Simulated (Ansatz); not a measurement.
# ZrPbO3: the cost of one run

Computed with Ansatz 0.2.0 (DFT r2SCAN, scalar-relativistic, plane waves, PAW, unless a step's input says otherwise).

2 further runs of the same task are left out: 2 set aside as unsound or not needed.

**1. The starting structure**

The structure is cubic, space group Pm-3m (No. 221). The conventional cell has a = 4.160 Å, b = 4.160 Å, c = 4.160 Å, α = 90.00°, β = 90.00°, γ = 90.00°. Zr (site symmetry m-3m) has 6 O at 2.08 Å in its first shell of neighbours. Pb (site symmetry m-3m) is surrounded by 12 O at 2.94 Å. O (site symmetry 4/mmm) has 2 Zr at 2.08 Å and 4 Pb at 2.94 Å in its first shell of neighbours.

As a file:

```
CELL_PARAMETERS angstrom
-4.15955 0.00000 -4.15955
0.00000 -4.15955 -4.15955
-4.15955 -4.15955 0.00000
ATOMIC_POSITIONS crystal
Zr 0.00000 0.00000 0.00000
Zr 0.50000 0.50000 0.50000
Pb 0.25000 0.25000 0.25000
Pb 0.75000 0.75000 0.75000
O 0.25000 0.75000 0.25000
O 0.75000 0.25000 0.75000
O 0.75000 0.75000 0.25000
O 0.25000 0.25000 0.75000
O 0.75000 0.25000 0.25000
O 0.25000 0.75000 0.75000
```

It goes back to an entry of the Materials Project, which need not be the stable form.

It is built from the cell relaxed beforehand with the same method (14.39 Å³/atom).

**2. The undisturbed cell**

input.yaml reads:

```yaml
crystal:
  lattice:
    - [-4.1595502795, 0.0, -4.1595502795]
    - [0.0, -4.1595502795, -4.1595502795]
    - [-4.1595502795, -4.1595502795, 0.0]
  atoms:
    - { symbol: Zr, position: [0.0, 0.0, 0.0] }
    - { symbol: Zr, position: [0.5, 0.5, 0.5] }
    - { symbol: Pb, position: [0.25, 0.25, 0.25] }
    - { symbol: Pb, position: [0.75, 0.75, 0.75] }
    - { symbol: O, position: [0.25, 0.75, 0.25] }
    - { symbol: O, position: [0.75, 0.25, 0.75] }
    - { symbol: O, position: [0.75, 0.75, 0.25] }
    - { symbol: O, position: [0.25, 0.25, 0.75] }
    - { symbol: O, position: [0.75, 0.25, 0.25] }
    - { symbol: O, position: [0.25, 0.75, 0.75] }
basis:
  ecutwfc: 500
kpoints:
  mp_grid: { grid: [6, 6, 6] }
hamiltonian:
  xc: r2scan
scf:
  occupations: { method: gaussian, width: 0.05 }
output:
  forces: true
  stress: true
  eigenvalues: true
  write_density: true
  write_potential: true
  elf: true
  volumetric_format: npy
```

The run is started by

```console
ansatz run input.yaml --threads 2 --pin off --max-ram 5120MiB --backend cpu --events-out ev --progress --plain --runs-dir out
```

What time and memory should one allow on 2 threads of Oxide Virtual Turin-like (Zen 5), shared host?

About 12 s, with a peak of 0.91 GiB.
